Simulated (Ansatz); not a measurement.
# C₅H₁₂ClFO₂Ti: small, medium and large basis sets

The task here is to estimate one member of a computed series from the others.

Method: one geometry, several basis sets; program: Ansatz 0.2.0, Gaussian basis.

Plan: PBE0-D4/def2-SVP; ωB97M-V/def2-SVP; PBE0-D4/def2-QZVPP; ωB97M-V/def2-QZVPP; the functionals' def2-TZVPP values are taken from earlier runs.

## The relaxed structure

The geometry comes from an earlier relaxation with PBE0-D4 in a triple-zeta def2 set; it is a stationary point, not always the lowest conformer.

22 atoms, charge 0, spin multiplicity 1.

Atoms are counted from 1 here; the program's logs count them from 0.

Bond lengths: C1–O2 1.390 Å, C1–H11 1.094 Å, C1–H12 1.094 Å, C1–H13 1.093 Å, O2–Ti3 1.748 Å, Ti3–F4 1.769 Å, Ti3–Cl5 2.224 Å, Ti3–O6 1.745 Å, O6–C7 1.419 Å, C7–C8 1.521 Å, C7–C9 1.520 Å, C7–C10 1.520 Å, C8–H14 1.092 Å, C8–H15 1.092 Å, C8–H16 1.092 Å, C9–H17 1.092 Å, C9–H18 1.092 Å, C9–H19 1.091 Å and more. Angles: O2–C1–H11 109.8°, O2–C1–H12 110.5°, O2–C1–H13 109.8°, H11–C1–H12 108.9°, H11–C1–H13 108.9°, H12–C1–H13 109.0°, C1–O2–Ti3 165.8°, O2–Ti3–F4 110.1°, O2–Ti3–Cl5 107.8°, O2–Ti3–O6 109.9°, F4–Ti3–Cl5 111.7°, F4–Ti3–O6 109.6°, Cl5–Ti3–O6 107.7°, Ti3–O6–C7 156.9°, O6–C7–C8 108.3°, O6–C7–C9 107.3°, O6–C7–C10 107.4°, C8–C7–C9 111.2° and more.

As a file:

```xyz
22

C    -2.43965   -0.99964    2.19464
O    -2.41548   -0.20772    1.05205
Ti   -1.97271    0.84764   -0.26906
F    -3.11096    0.65412   -1.60878
Cl   -1.95803    2.93367    0.50177
O    -0.35761    0.47316   -0.81434
C     1.01096    0.11728   -0.69513
C     1.17794   -0.72286    0.56154
C     1.38223   -0.67462   -1.93799
C     1.80866    1.40803   -0.60327
H    -2.58197   -0.37076    3.07835
H    -1.49967   -1.55019    2.29921
H    -3.26492   -1.71425    2.13173
H     2.22005   -1.02538    0.68322
H     0.88103   -0.15181    1.44425
H     0.56301   -1.62348    0.50122
H     0.77606   -1.57976   -2.00903
H     2.43506   -0.96294   -1.90475
H     1.21400   -0.07452   -2.83375
H     1.49454    1.98975    0.26546
H     2.87490    1.19003   -0.51152
H     1.65298    2.01425   -1.49722
```

The first run:

in.yaml

```yaml
crystal:
  periodic: [false, false, false]
  atoms:
    - {symbol: C, position_ang: [-2.439649, -0.999641, 2.194644]}
    - {symbol: O, position_ang: [-2.415484, -0.207724, 1.052051]}
    - {symbol: Ti, position_ang: [-1.972715, 0.847640, -0.269058]}
    - {symbol: F, position_ang: [-3.110963, 0.654116, -1.608777]}
    - {symbol: Cl, position_ang: [-1.958027, 2.933667, 0.501768]}
    - {symbol: O, position_ang: [-0.357606, 0.473159, -0.814342]}
    - {symbol: C, position_ang: [1.010955, 0.117281, -0.695130]}
    - {symbol: C, position_ang: [1.177940, -0.722860, 0.561545]}
    - {symbol: C, position_ang: [1.382229, -0.674616, -1.937994]}
    - {symbol: C, position_ang: [1.808664, 1.408033, -0.603274]}
    - {symbol: H, position_ang: [-2.581974, -0.370764, 3.078353]}
    - {symbol: H, position_ang: [-1.499674, -1.550186, 2.299214]}
    - {symbol: H, position_ang: [-3.264922, -1.714254, 2.131727]}
    - {symbol: H, position_ang: [2.220051, -1.025378, 0.683224]}
    - {symbol: H, position_ang: [0.881029, -0.151808, 1.444246]}
    - {symbol: H, position_ang: [0.563014, -1.623481, 0.501218]}
    - {symbol: H, position_ang: [0.776055, -1.579763, -2.009030]}
    - {symbol: H, position_ang: [2.435059, -0.962940, -1.904751]}
    - {symbol: H, position_ang: [1.214002, -0.074520, -2.833750]}
    - {symbol: H, position_ang: [1.494537, 1.989754, 0.265461]}
    - {symbol: H, position_ang: [2.874896, 1.190035, -0.511520]}
    - {symbol: H, position_ang: [1.652982, 2.014253, -1.497224]}
basis:
  gaussian: {orbitals: def2-SVP}
hamiltonian: {xc: pbe0, dispersion: d4}
output: {orbitals: {seedname: orbitals}}
```

Among the steps run: PBE0-D4 in def2-SVP; ωB97M-V in def2-SVP; PBE0-D4 in def2-QZVPP; ωB97M-V in def2-QZVPP.

One table of the session follows, with a row left open; its other results are not shown here.

It belongs to the step «Functionals by basis». 

```
functional       basis  HOMO (eV)  LUMO (eV)
   PBE0-D4    def2-SVP      -8.23      -1.67
   PBE0-D4  def2-TZVPP      -8.38      -1.68
   PBE0-D4  def2-QZVPP      -8.39      -1.69
   ωB97M-V    def2-SVP     -10.45       0.54
   ωB97M-V  def2-TZVPP     -10.65       0.50
   ωB97M-V  def2-QZVPP          ?          ?
```

**Question.** Estimate the row for ωB97M-V, def2-QZVPP.

As computed: HOMO (eV): -10.67; LUMO (eV): 0.47. In the column «HOMO (eV)» it is the lowest.
